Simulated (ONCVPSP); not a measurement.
# Ce: generating and testing an ONCV potential

Aim: build the potential from the settings below, then test how well it stands in for the atom: other configurations, scattering, ghost states and the plane-wave cutoff that it needs.

Program: ONCVPSP 4.0.1. Reference atom: PBEsol, scalar-relativistic, spherical and spin-unpolarised. All values are calculated.

### 1 Starting point

The settings as typed:

```
element                 : cerium (Ce, Z = 58)
type                    : optimised norm-conserving Vanderbilt (ONCV)
frozen core             : [Kr] 4d10
valence charge          : 12
reference configuration : 4f0.5 5s2 5p6 5d1.5 6s2
partial waves           : 5s+6s: rc 1.90 bohr, ncon 4, nbas 9, qcut 5.1 1/bohr, 2 projectors; 5p: rc 1.90 bohr, ncon 3, nbas 7, qcut 5.2 1/bohr, 2 projectors, debl 3.3 Ha; 5d: rc 2.65 bohr, ncon 4, nbas 8, qcut 3.3 1/bohr, 2 projectors, debl 2.5 Ha; 4f: rc 0.90 bohr, ncon 4, nbas 7, qcut 13.6 1/bohr, 2 projectors, debl 3.3 Ha
local potential         : polynomial inside 0.75 bohr (lpopt 1, dvloc0 2 Ha)
core correction         : Teter function, fcfact 5.25, rcfact 1.1
```

An earlier all-electron run gives the scale for the radii.

All-electron outer shells of the reference configuration (PBEsol, scalar-relativistic, ld1.x):

| shell | level (eV) | outermost node (bohr) | outermost maximum (bohr) |
| --- | --- | --- | --- |
| 4d | -114.12 | 0.31 | 0.66 |
| 5s | -42.26 | 0.75 | 1.35 |
| 5p | -24.51 | 0.80 | 1.53 |
| 4f | -8.33 | – | 0.70 |
| 6s | -3.91 | 1.79 | 3.63 |
| 5d | -3.58 | 0.91 | 2.10 |
| 6p | -1.36 | 2.12 | 4.72 |

### 2 The generation run

File Ce.dat:

```
# ATOM AND REFERENCE CONFIGURATION
# atsym  z   nc   nv     iexc    psfile
  Ce 58.00    9    5  -116133      upf
#
#   n    l    f
    1    0    2.00
    2    0    2.00
    2    1    6.00
    3    0    2.00
    3    1    6.00
    3    2   10.00
    4    0    2.00
    4    1    6.00
    4    2   10.00
    4    3    0.50
    5    0    2.00
    5    1    6.00
    5    2    1.50
    6    0    2.00
#
# PSEUDOPOTENTIAL AND OPTIMIZATION
# lmax
    3
#
#   l,   rc,      ep,       ncon, nbas, qcut
    0    1.90    0.00    4    9    5.10
    1    1.90    0.00    3    7    5.20
    2    2.65    0.00    4    8    3.30
    3    0.90    0.00    4    7   13.60
#
# LOCAL POTENTIAL
# lloc, lpopt,  rc(5),   dvloc0
    4    1    0.75    2.00
#
# VANDERBILT-KLEINMAN-BYLANDER PROJECTORs
# l, nproj, debl
    0    2    3.70
    1    2    3.30
    2    2    2.50
    3    2    3.30
#
# MODEL CORE CHARGE
# icmod, fcfact, rcfact
    3    5.25    1.10
#
# LOG DERIVATIVE ANALYSIS
# epsh1, epsh2, depsh
   -3.00    5.00    0.02
#
# OUTPUT GRID
# rlmax, drl
    6.00    0.01
#
# TEST CONFIGURATIONS
# ncnf
    4
# nvcnf
#   n    l    f
    5
    4    3    1.00
    5    0    2.00
    5    1    6.00
    5    2    1.00
    6    0    2.00
#
    5
    4    3    1.00
    5    0    2.00
    5    1    6.00
    5    2    1.00
    6    0    1.00
#
    5
    4    3    1.00
    5    0    2.00
    5    1    6.00
    5    2    1.00
    6    0    0.00
#
    6
    4    3    1.00
    5    0    2.00
    5    1    6.00
    5    2    0.00
    6    0    2.00
    6    1    1.00
#
```

Launch:

```bash
oncvpsp.x < Ce.dat > Ce.out
```

Q: Predict the outcome of this session. Wanted: cutoffs for 1 and 0.1 mHa per electron, occupied waves; bound ghosts; GHOST(+) flags; largest test error; largest phase difference near zero energy, channels read; rms error of d²Exc/dn², without and with the model core.

As calculated:

```
                                                quantity                              value
  cutoffs for 1 and 0.1 mHa per electron, occupied waves                  232 Ha and 272 Ha
                                            bound ghosts    s at -402.69 eV, p at -58.08 eV
                                          GHOST(+) flags                        d at 151 eV
                            largest test error (AE − PS)  -117 meV, for 4f1 5s2 5p6 5d1 6s2
largest phase difference near zero energy, channels read                          0.000 rad
 rms error of d²Exc/dn², without and with the model core                 21.79 and 7.30 mHa
```

What this shows: It has a bound ghost (s, p), a state that the atom doesn't have, and that rules the file out. By total energies transferability is poor: the largest error is 117 meV on 1.8 eV, for 4f1 5s2 5p6 5d1 6s2. The potential is very hard: the looser tolerance needs 232 Ha. At the looser tolerance the 4f wave is the slowest; 5s needs 11 Ha. Near zero energy the phases of the channels with partial waves agree within 0.001 rad. The pseudo curves have a pole with no partner nearby in the atom's: p at -2.12 Ha. The program also flags highly localised states, GHOST(+) (d). All of this concerns the isolated atom, not yet a solid.
